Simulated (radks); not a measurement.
# Dy⁴⁶⁺ in [Ar] 3d2: an all-electron calculation

An exercise on one series of results from a longer session: the logs are not shown, and one member is left open.

Program: radks (a radial shooting solver on a logarithmic mesh, Libxc functionals) version 1. Level of theory: scalar-relativistic Kohn-Sham, PBE, spin-polarised, spherical densities, finite nucleus; open shells are filled with parallel spins first. These are calculated values, not measurements, unless marked.

## The system

* element: dysprosium (Z = 66)
* charge: +46
* electrons: 20
* configuration: [Ar] 3d2
* nuclear rms radius: 5.2218 fm

The outer shells:

Dy⁴⁶⁺
```
[Ar] core
3d [↑ ][↑ ][  ][  ][  ]
```

Set-up of the first run:

Input:

```text
Z 66
configuration [Ar] 3d2
relativity scalar-relativistic
functional pbe,pbe
spin polarised
nucleus finite rms 5.2218 fm
c 137.035999084
```

One of the session's tables, all rows but one given; the rest of the session is left out.

It belongs to the step «Orbitals and density». From the orbitals of this run (lengths in bohr):

```
  level      <r>  outermost maximum (interpolated)  90 % within  nodes
  1s up  0.02112                            0.0134       0.0382      0
1s down  0.02112                            0.0134       0.0382      0
  2s up  0.08912                            0.0758        0.138      1
2s down  0.08907                            0.0758        0.138      1
  2p up  0.07878                            0.0615        0.128      0
2p down  0.07872                            0.0614        0.128      0
  3s up   0.2200                             0.207        0.320      2
3s down   0.2202                             0.207        0.320      2
  3p up        ?                                 ?            ?      ?
3p down   0.2160                             0.202        0.320      1
  3d up   0.1912                             0.161        0.292      0
3d down   0.1916                             0.161        0.293      0
```

Q: Estimate the row for 3p up from the others.

**Answer.** <r>: 0.2156; outermost maximum (interpolated): 0.201; 90 % within: 0.320; nodes: 1. In the column «<r>» it lies between 3d down (0.1916) and 3p down (0.2160).

Caveats from the session: Open shells are spherical and high-spin; term and fine-structure splittings are not resolved.
